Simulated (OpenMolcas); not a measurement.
# C2H5AlBN (SMILES B[C]1=C[NH][AlH]1): a chain of runs

We compute the energy (HF/ANO-RCC-MB), then a single-point energy (CASSCF(2,2)/ANO-RCC-VDZP), then an energy scan (CASPT2(2,2)/ANO-RCC-VDZP), then the energy along one coordinate (SC-NEVPT2(2,2)/ANO-RCC-VDZP), then the energy along one coordinate (MC-PDFT[tPBE](2,2)/ANO-RCC-VDZP) of C2H5AlBN. 

The calculation is run with OpenMolcas 26.06.

**1. The structure to begin with**

C2H5AlBN: 10 atoms, total charge 0, spin state singlet. SMILES: `B[C]1=C[NH][AlH]1`. The shape is that of a PBE0-D4/def2-TZVP optimisation.

Bond lengths: B1–C2 1.492 Å, C2–C3 1.391 Å, C3–N4 1.360 Å, C2–Al5 1.916 Å, N4–Al5 1.853 Å, B1–H6 1.207 Å, B1–H7 1.201 Å, C3–H8 1.094 Å, N4–H9 1.004 Å, Al5–H10 1.581 Å. Some angles: B1–C2–C3 124.0°, B1–C2–Al5 153.2°, C3–C2–Al5 82.9°, C2–C3–N4 115.0°, C3–N4–Al5 86.1°, C2–Al5–N4 76.0°, C2–B1–H6 119.4°, C2–B1–H7 122.5°, C2–C3–H8 124.7°, N4–C3–H8 120.3°.

**2. A single-point energy at HF/ANO-RCC-MB (DKH2) (run 1)**

Contents of mol.xyz:

```xyz
10

B     -1.253000     0.576700    -1.418700
C     -0.143800     0.242800    -0.478800
C     -0.315000    -0.471300     0.702300
N      0.820900    -0.673500     1.422800
Al     1.688500     0.264900     0.080500
H     -2.375700     0.217000    -1.161700
H     -1.076200     1.195400    -2.432600
H     -1.273000    -0.859200     1.061700
H      0.792000    -1.179400     2.289700
H      3.218400     0.635500    -0.062200
```

Contents of step1.input:

```
* C2H5AlBN Hartree-Fock

&GATEWAY
 COORD = mol.xyz
 BASIS = ANO-RCC-MB
 GROUP = NoSym

&SEWARD

&SCF
 PRORBITALS = 0

&LOCALISATION
 OCCUPIED
 FREEZE
 PIPEK-MEZEY

&LOCALISATION
 FILEORB = $Project.LocOrb
 VIRTUAL
 PIPEK-MEZEY
```

Run with:

```sh
export MOLCAS_MEM=1860
pymolcas step1.input > step1.log
```

The program printed:

```text
--- Start Module: gateway ---
[...]
--- Stop Module: gateway /rc=_RC_ALL_IS_WELL_ ---
[...]
      Basis functions           34
[...]
       Convergence after  12 Iterations
[...]
::    Total SCF energy                               -399.9424088258
[...]
      Total spin, S                                     0.0000000000
[...]
      Total electronic charge=   42.000000
      Total            charge=   -0.000000
[...]
      Dipole Moment (debye):
      Origin of the operator (angstrom)=    0.4570    0.0164    0.1092
                   X=  2.5715E+00               Y= -1.4155E+00               Z=  3.2903E+00           Total=  4.4093E+00
      Quadrupole Moment (debye*angstrom):
[...]
--- Start Module: localisation ---
[...]
--- Stop Module: localisation /rc=_RC_ALL_IS_WELL_ ---
--- Start Module: localisation ---
[...]
--- Stop Module: localisation /rc=_RC_ALL_IS_WELL_ ---
[...]
```

Wall time 2.9 s (1 thread of Intel Xeon 6975P-C (Granite Rapids), shared host); peak memory 0.39 GiB.

**3. The energy at CASSCF(2,2)/ANO-RCC-VDZP (DKH2, RICD fitting) (run 2)**

mol.xyz is that of step 2.

Contents of step2.inp:

```
&GATEWAY
 Coord = mol.xyz
 Basis = ANO-RCC-MB
 Group = NoSym

&SEWARD

&RASSCF
 FileOrb = $CurrDir/step1.LocOrb
 Alter = 2
 1 10 21
 1 22 28
 Spin = 1
 Nactel = 2 0 0
 Inactive = 20
 Ras2 = 2
 OrbListing = Nothing
>>> COPY $Project.RunFile RUNFIL1
>>> COPY $Project.RasOrb INPORB

&GATEWAY
 Coord = mol.xyz
 Basis = ANO-RCC-VDZP
 Group = NoSym
 RICD

&SEWARD
>>> COPY $Project.RunFile RUNFIL2

&EXPBAS

&RASSCF
 FileOrb = $Project.ExpOrb
 Spin = 1
 Nactel = 2 0 0
 Inactive = 20
 Ras2 = 2
 OrbListing = Nothing
```

Run with:

```sh
export MOLCAS_MEM=1860
pymolcas step2.inp > step2.log
```

The program printed:

```text
--- Start Module: gateway ---
[...]
      Basis functions           34
[...]
      Number of active orbitals                  2
[...]
      Spin quantum number                      0.0
[...]
      Active orbitals                            2
[...]
      Number of CSFs                             3
[...]
      Number of root(s) required                 1
[...]
      Convergence after 11 iterations
[...]
      printout of CI-coefficients larger than  0.05 for root  1
      energy=    -399.958245
      conf/sym  11     Coeff  Weight
             1  20   0.99559 0.99120
             3  02  -0.09380 0.00880
      Natural orbitals and occupation numbers for root  1
      sym 1:   1.982405   0.017595
      ************************************************************************************************************************
      *                                                    Final results                                                     *
[...]
::    RASSCF root number  1 Total energy:   -399.95824460
[...]
      Basis functions           99
[...]
      Convergence after 13 iterations
[...]
      Natural orbitals and occupation numbers for root  1
      sym 1:   1.983769   0.016231
      ************************************************************************************************************************
      *                                                    Final results                                                     *
[...]
::    RASSCF root number  1 Total energy:   -400.23794164
[...]
      Total electronic charge=   42.000000
      Total            charge=   -0.000000
[...]
      Dipole Moment (debye):
      Origin of the operator (angstrom)=    0.4570    0.0164    0.1092
                   X=  1.9502E+00               Y= -1.1856E+00               Z=  2.6894E+00           Total=  3.5273E+00
      Quadrupole Moment (debye*angstrom):
[...]
```

Wall time 8.4 s (1 thread of Intel Xeon 6975P-C (Granite Rapids), shared host); peak memory 0.38 GiB.

**4. An energy scan at CASPT2(2,2)/ANO-RCC-VDZP (DKH2, RICD fitting, ipea shift 0.25 Eh, pt2 variant SS) (run 3)**

Contents of step3.inp:

```
>>> EXPORT MOLCAS_PRINT=2
>>> COPY $CurrDir/step2.RasOrb $Project.RasOrb
>>> ForEach K in (1, 2, 3, 4, 5, 6, 7, 8, 9)

&GATEWAY
 Coord=$CurrDir/point$K.xyz
 Basis=ANO-RCC-VDZP
 Group=NoSym
 RICD

&SEWARD

&RASSCF
 FileOrb=$Project.RasOrb
 Spin=1
 Nactel=2 0 0
 Inactive=20
 Ras2=2
 OrbListing=Nothing

&CASPT2
 Imaginary=0.2
 Frozen=9
>>> EndDo
```

Run with:

```sh
export MOLCAS_MEM=1860
pymolcas step3.inp > step3.log
```

The program printed:

```text
[...]
      Basis functions           99
[...]
      Number of active orbitals                  2
[...]
      Spin quantum number                      0.0
[...]
      Active orbitals                            2
[...]
      Number of CSFs                             3
[...]
      Number of root(s) required                 1
[...]
      Convergence after 11 iterations
[...]
      printout of CI-coefficients larger than  0.05 for root  1
      energy=    -400.226329
      conf/sym  11     Coeff  Weight
             1  20   0.99719 0.99438
             3  02  -0.07496 0.00562
      Natural orbitals and occupation numbers for root  1
      sym 1:   1.988762   0.011238
      ************************************************************************************************************************
      *                                                    Final results                                                     *
[...]
::    RASSCF root number  1 Total energy:   -400.22632894
[...]
::    CASPT2 Root  1     Total energy:   -400.79297821
[...]
      Convergence after 11 iterations
[...]
      Natural orbitals and occupation numbers for root  1
      sym 1:   1.983776   0.016224
      ************************************************************************************************************************
      *                                                    Final results                                                     *
[...]
      Convergence after 13 iterations
[...]
      Convergence after 14 iterations
[...]
      Convergence after 13 iterations
[...]
::    RASSCF root number  1 Total energy:   -400.06210756
[...]
::    CASPT2 Root  1     Total energy:   -400.62020932
[...]
      Convergence after 13 iterations
[...]
::    RASSCF root number  1 Total energy:   -400.05340212
[...]
      Reference weight:           0.82178
[...]
::    CASPT2 Root  1     Total energy:   -400.60859603
[...]
```

Run time: 57 s. Hardware: 1 thread of Intel Xeon 6975P-C (Granite Rapids), shared host.

The scan, from its lowest point:

```
H9–N4 (Å)  energy (kJ/mol)
    0.904             31.1
    1.004              0.0
    1.105             16.5
    1.255             82.0
    1.456            190.9
    1.707            313.3
    2.008            415.5
    2.410            484.7
    3.012            515.2
```

**5. An energy scan at SC-NEVPT2(2,2)/ANO-RCC-VDZP (DKH2, RICD fitting, pt2 variant SC-NEVPT2) (run 4)**

Contents of step4.inp:

```
>>> COPY $CurrDir/step2.RasOrb $Project.RasOrb
>>> ForEach K in (1, 2, 3, 4, 5, 6, 7, 8, 9)

&GATEWAY
  Coord=$CurrDir/point$K.xyz
  Basis=ANO-RCC-VDZP
  Group=NoSym
  RICD

&SEWARD

&RASSCF
  FileOrb=$Project.RasOrb
  Spin=1
  Nactel=2 0 0
  Inactive=20
  Ras2=2
  OrbListing=Nothing

&CASPT2
  SC-NEVPT2
  Frozen=9
>>> EndDo
```

Run with:

```sh
export MOLCAS_MEM=1860
pymolcas step4.inp > step4.log
```

The program printed:

```text
--- Start Module: gateway ---
[...]
      Basis functions           99
[...]
      Number of active orbitals                  2
[...]
      Spin quantum number                      0.0
[...]
      Active orbitals                            2
[...]
      Number of CSFs                             3
[...]
      Number of root(s) required                 1
[...]
      Convergence after 11 iterations
[...]
      printout of CI-coefficients larger than  0.05 for root  1
      energy=    -400.226329
      conf/sym  11     Coeff  Weight
             1  20   0.99719 0.99438
             3  02  -0.07496 0.00562
      Natural orbitals and occupation numbers for root  1
      sym 1:   1.988762   0.011238
      ************************************************************************************************************************
      *                                                    Final results                                                     *
[...]
::    RASSCF root number  1 Total energy:   -400.22632894
[...]
::    SC-NEVPT2 Root  1     Total energy:   -400.79010339
[...]
      Convergence after 11 iterations
[...]
      Natural orbitals and occupation numbers for root  1
      sym 1:   1.983776   0.016224
      ************************************************************************************************************************
      *                                                    Final results                                                     *
[...]
      Convergence after 13 iterations
[...]
      Convergence after 14 iterations
[...]
      Convergence after 13 iterations
[...]
::    RASSCF root number  1 Total energy:   -400.06210756
[...]
::    SC-NEVPT2 Root  1     Total energy:   -400.61488349
[...]
      Convergence after 13 iterations
[...]
::    RASSCF root number  1 Total energy:   -400.05340212
[...]
::    SC-NEVPT2 Root  1     Total energy:   -400.60358611
[...]
```

Wall time 54 s (1 thread of Intel Xeon 6975P-C (Granite Rapids), shared host).

The scan, from its lowest point:

```
H9–N4 (Å)  energy (kJ/mol)
    0.904             32.5
    1.004              0.0
    1.105             15.3
    1.255             79.5
    1.456            188.7
    1.707            314.3
    2.008            421.2
    2.410            492.5
    3.012            522.2
```

**6. The energy along one coordinate at MC-PDFT[tPBE](2,2)/ANO-RCC-VDZP (DKH2, RICD fitting) (run 5)**

Contents of step5.input:

```
* C2H5AlBN MC-PDFT
>>> COPY $CurrDir/step2.RasOrb $Project.RasOrb
>>> ForEach K in (1, 2, 3, 4, 5, 6, 7, 8, 9)
&GATEWAY
Coord
$CurrDir/point$K.xyz
Basis
ANO-RCC-VDZP
Group
NoSym
RICD
&SEWARD
&RASSCF
FileOrb
$Project.RasOrb
Spin
1
Nactel
2 0 0
Inactive
20
Ras2
2
OrbListing
Nothing
&MCPDFT
KSDFT
T:PBE
>>> EndDo
```

Run with:

```sh
export MOLCAS_MEM=1860
pymolcas step5.input > step5.log
```

The program printed:

```text
--- Start Module: gateway ---
[...]
      Basis functions           99
[...]
      Number of active orbitals                  2
[...]
      Spin quantum number                      0.0
[...]
      Active orbitals                            2
[...]
      Number of CSFs                             3
[...]
      Number of root(s) required                 1
[...]
      Convergence after 11 iterations
[...]
      printout of CI-coefficients larger than  0.05 for root  1
      energy=    -400.226329
      conf/sym  11     Coeff  Weight
             1  20   0.99719 0.99438
             3  02  -0.07496 0.00562
      Natural orbitals and occupation numbers for root  1
      sym 1:   1.988762   0.011238
      ************************************************************************************************************************
      *                                                    Final results                                                     *
[...]
::    RASSCF root number  1 Total energy:   -400.22632894
[...]
::    MCPDFT root number  1 Total energy:   -401.37394687
[...]
      Convergence after 11 iterations
[...]
      Natural orbitals and occupation numbers for root  1
      sym 1:   1.983776   0.016224
      ************************************************************************************************************************
      *                                                    Final results                                                     *
[...]
      Convergence after 13 iterations
[...]
      Convergence after 14 iterations
[...]
      Convergence after 13 iterations
[...]
::    RASSCF root number  1 Total energy:   -400.06210756
[...]
::    MCPDFT root number  1 Total energy:   -401.19214574
[...]
      Convergence after 13 iterations
[...]
::    RASSCF root number  1 Total energy:   -400.05340212
[...]
::    MCPDFT root number  1 Total energy:   -401.17982025
[...]
```

Wall time 60 s (1 thread of Intel Xeon 6975P-C (Granite Rapids), shared host).

The scan, from its lowest point:

```
H9–N4 (Å)  energy (kJ/mol)
    0.904             31.8
    1.004              0.0
    1.105             15.8
    1.255             80.6
    1.456            190.4
    1.707            317.9
    2.008            430.5
    2.410            509.1
    3.012            541.5
```

**7. Summary of results**

| quantity | value |
| --- | --- |
| run 1, HF/ANO-RCC-MB: total energy | -399.94241 Eh |
| run 1, HF/ANO-RCC-MB: dipole moment | 4.41 D |
| run 1, HF/ANO-RCC-MB: HOMO energy | -9.09 eV |
| run 1, HF/ANO-RCC-MB: LUMO energy | 1.07 eV |
| run 1, HF/ANO-RCC-MB: HOMO–LUMO gap | 10.15 eV |
| run 2, CASSCF(2,2)/ANO-RCC-VDZP: total energy | -400.23794 Eh |
| run 2, CASSCF(2,2)/ANO-RCC-VDZP: dipole moment (CASSCF density) | 3.53 D |
| run 3, CASPT2(2,2)/ANO-RCC-VDZP: lowest energy of the scan | -400.80482 Eh |
| run 4, SC-NEVPT2(2,2)/ANO-RCC-VDZP: lowest energy of the scan | -400.80248 Eh |
| run 5, MC-PDFT[tPBE](2,2)/ANO-RCC-VDZP: lowest energy of the scan | -401.38606 Eh |

Mulliken charges (run 1, HF/ANO-RCC-MB) run from -0.64 on N4 to +0.99 on Al5.
